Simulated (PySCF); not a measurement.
# H5OSbSi: the cost of one run

Computed with PySCF 2.14.0 and routines of our own; the level stands in each step. Atoms count from 0.

### 1 The starting structure

8 atoms, charge 0, multiplicity 1; geometry from: GFN2-xTB.

### 2 Relaxing the molecule at PBE0-D3(BJ)/def2-SVP

Job settings and geometry (Å):

```
{"job": {"xc": "PBE0", "basis": "def2-SVP", "d3": "d3bj", "grid": 1, "maxiter": 30, "shake": 0.01, "kind": "geom"}, "charge": 0, "multiplicity": 1}
O     -1.572540     0.939310     0.158640
Si    -0.687120    -0.394030     0.166880
Sb     1.668640     0.311860     0.718380
H     -1.396900     1.661620    -0.481170
H     -1.301100    -1.119410     1.261470
H     -0.897180    -1.115630    -1.085500
H      1.934310     0.874240    -0.862380
H      2.307030    -1.177100     0.226690
```

Launch:

```bash
OMP_NUM_THREADS=1 python heavy_run.py task.json out
```

One launch serves the whole session: the jobs run in the order shown.

Q: Estimate the wall time and peak memory of this first job on 1 thread of Arm Neoverse V1, shared host.

About 23 s, with a peak of 0.36 GiB.
